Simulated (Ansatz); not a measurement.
# CH6AlBr: the cost of one run

Program: Ansatz 0.2.0. Level of theory: RKS PBE/def2-SVP. These are calculated values, not measurements.

### Step 1. Starting point

Bond lengths: Al1–C2 2.320 Å, C2–H3 1.110 Å, C2–H4 1.110 Å, C2–H5 1.110 Å, Al1–H6 1.560 Å, Al1–H7 1.560 Å, Al1–Br8 2.710 Å, Br8–H9 1.764 Å. Angles: Al1–C2–H3 109.5°, Al1–C2–H4 109.5°, Al1–C2–H5 109.5°, H3–C2–H4 109.4°, H3–C2–H5 109.4°, H4–C2–H5 109.4°, C2–Al1–H6 120.0°, C2–Al1–H7 120.0°, C2–Al1–Br8 71.6°, H6–Al1–H7 120.0°, H6–Al1–Br8 105.6°, H7–Al1–Br8 92.7°, Al1–Br8–H9 62.8°.

Structure file:

```xyz
9

Al    0.0000    0.0000    0.0000
C     0.0000    0.0000    2.3200
H    -0.9996   -0.3092    2.6905
H     0.7676   -0.7111    2.6905
H     0.2320    1.0203    2.6905
H     1.3510    0.0000   -0.7800
H    -1.3510    0.0000   -0.7800
Br   -0.3471   -2.5482    0.8545
H    -0.1771   -1.3005    2.0895
```

### Step 2. A restrained relaxation towards end A

Springs on the bonds that form and break draw the guess towards this end; the thresholds are loose.

input.yaml

```yaml
crystal:
  periodic: [false, false, false]
  atoms:
    - { symbol: Al, position_ang: [0.0, 0.0, 0.0] }
    - { symbol: C, position_ang: [0.0, 0.0, 2.32] }
    - { symbol: H, position_ang: [-0.9996, -0.3092, 2.6905] }
    - { symbol: H, position_ang: [0.7676, -0.7111, 2.6905] }
    - { symbol: H, position_ang: [0.232, 1.0203, 2.6905] }
    - { symbol: H, position_ang: [1.351, 0.0, -0.78] }
    - { symbol: H, position_ang: [-1.351, 0.0, -0.78] }
    - { symbol: Br, position_ang: [-0.3471, -2.5482, 0.8545] }
    - { symbol: H, position_ang: [-0.1771, -1.3005, 2.0895] }
basis:
  gaussian: { orbitals: def2-SVP }
hamiltonian:
  xc: pbe
relax:
  f_tol: 0.15
  max_steps: 25
  restrain:
    - { distance: [0, 7], at: 3.61, k: 30.0 }
    - { distance: [8, 1], at: 2.31, k: 30.0 }
    - { distance: [0, 1], at: 1.97, k: 30.0 }
    - { distance: [8, 7], at: 1.55, k: 30.0 }
```

The run is started by

```bash
> ansatz run input.yaml --threads 2 --pin off --max-ram 3072MiB --backend cpu --events-out ev --progress --plain --runs-dir out
```

What time and memory should one allow on 2 threads of Arm Neoverse V2, shared host?

About 12 s, with a peak of 0.13 GiB.
